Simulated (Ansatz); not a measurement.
# Cl2FH7O2Si2: Born-Oppenheimer dynamics

Aim: follow the atoms for 80 steps of 0.75 fs with a Langevin thermostat, with velocities drawn for 500 K, and see to which side of the barrier the system falls.

The runs use Ansatz 0.2.0, Gaussian basis; PBE0-D4/def2-SVP.

2 further runs of the same task are left out: 2 that didn't finish.

**1. The starting structure**

The start, a first-order saddle point found at PBE0-D4 in triple zeta: 14 atoms, charge 0, spin multiplicity 1.

Atoms are counted from 1 here; the program's logs count them from 0.

Bond lengths: Si1–Cl3 2.057 Å, Si1–Cl4 2.187 Å, Si1–O5 1.688 Å, Si1–F7 1.651 Å, Si2–H10 1.494 Å, Si2–H11 1.480 Å, Si2–H12 1.489 Å, O5–H13 0.963 Å, H6–O9 0.969 Å, H8–O9 1.223 Å, O9–H14 1.011 Å. Angles: Cl3–Si1–Cl4 94.1°, Cl3–Si1–O5 117.6°, Cl3–Si1–F7 94.0°, Cl4–Si1–O5 93.3°, Cl4–Si1–F7 166.7°, O5–Si1–F7 92.3°, H10–Si2–H11 110.6°, H10–Si2–H12 106.9°, H11–Si2–H12 111.0°, Si1–O5–H13 111.4°, H6–O9–H8 104.0°, H6–O9–H14 106.1°, H8–O9–H14 93.6°.

As a file:

```xyz
14

Si   -0.5013   -0.4334   -0.9176
Si   -0.3210   -0.7232    1.5888
Cl   -2.0127   -1.4091   -1.9144
Cl    0.8034   -2.1882   -0.8591
O     0.5896    0.4673   -1.8384
H     0.3826    2.3888    0.4377
F    -1.4205    0.8968   -0.5859
H     0.5008    0.6682    0.6215
O     1.0633    1.7101    0.3167
H    -0.8111    0.3188    2.5403
H     0.8413   -1.4413    2.1571
H    -1.4567   -1.6548    1.3455
H     1.2727   -0.0927   -2.2216
H     1.0697    1.4928   -0.6706
```

**2. Dynamics**

md/in.yaml reads:

```yaml
crystal:
  periodic: [false, false, false]
  atoms:
    - {symbol: Si, position_ang: [-0.501275, -0.433433, -0.917602]}
    - {symbol: Si, position_ang: [-0.321033, -0.723218, 1.588770]}
    - {symbol: Cl, position_ang: [-2.012709, -1.409132, -1.914417]}
    - {symbol: Cl, position_ang: [0.803409, -2.188225, -0.859139]}
    - {symbol: O, position_ang: [0.589593, 0.467273, -1.838434]}
    - {symbol: H, position_ang: [0.382604, 2.388820, 0.437742]}
    - {symbol: F, position_ang: [-1.420469, 0.896840, -0.585901]}
    - {symbol: H, position_ang: [0.500758, 0.668245, 0.621461]}
    - {symbol: O, position_ang: [1.063275, 1.710071, 0.316721]}
    - {symbol: H, position_ang: [-0.811083, 0.318794, 2.540259]}
    - {symbol: H, position_ang: [0.841279, -1.441280, 2.157054]}
    - {symbol: H, position_ang: [-1.456714, -1.654848, 1.345522]}
    - {symbol: H, position_ang: [1.272700, -0.092687, -2.221595]}
    - {symbol: H, position_ang: [1.069664, 1.492779, -0.670641]}
basis:
  gaussian: {orbitals: def2-SVP}
hamiltonian: {xc: pbe0, dispersion: d4}
md: {n_steps: 80, timestep: 0.75, temperature: 500, ensemble: nvt_langevin, seed: 478, friction: 0.002, initial_velocities: maxwell_boltzmann}
```

Started as:

```bash
$ ansatz run in.yaml --threads 4 --pin off --events-out ev --progress --plain --max-ram 66560MiB --backend cpu
```

What does the calculation give? Wanted: temperature at the start; mean temperature, second half; lowest and highest potential energy, from the first frame; largest change of potential + kinetic; bonds lost by distance; bonds made by distance.

As calculated:

| quantity | value |
| --- | --- |
| length | 80 steps, 60.0 fs |
| temperature at the start | 464 K |
| mean temperature, second half | 649 K |
| lowest and highest potential energy, from the first frame | -642 and 293 meV |
| largest change of potential + kinetic | 212.5 meV |
| bonds lost by distance | O9–H14 |
| bonds made by distance | O5–H14 |

In words: The system runs downhill by 0.64 eV, and that energy turns into motion. The thermostat trades energy with the molecule, so the sum of potential and kinetic energy isn't conserved: it changes by -134 meV over the run. The mean temperature of the second half is still well above the 500 K set. The temperature runs between 273 and 745 K. Under Langevin the temperature counts 3N degrees of freedom, more than the drawn velocities fill, so it starts at 464 K, not 500 K.
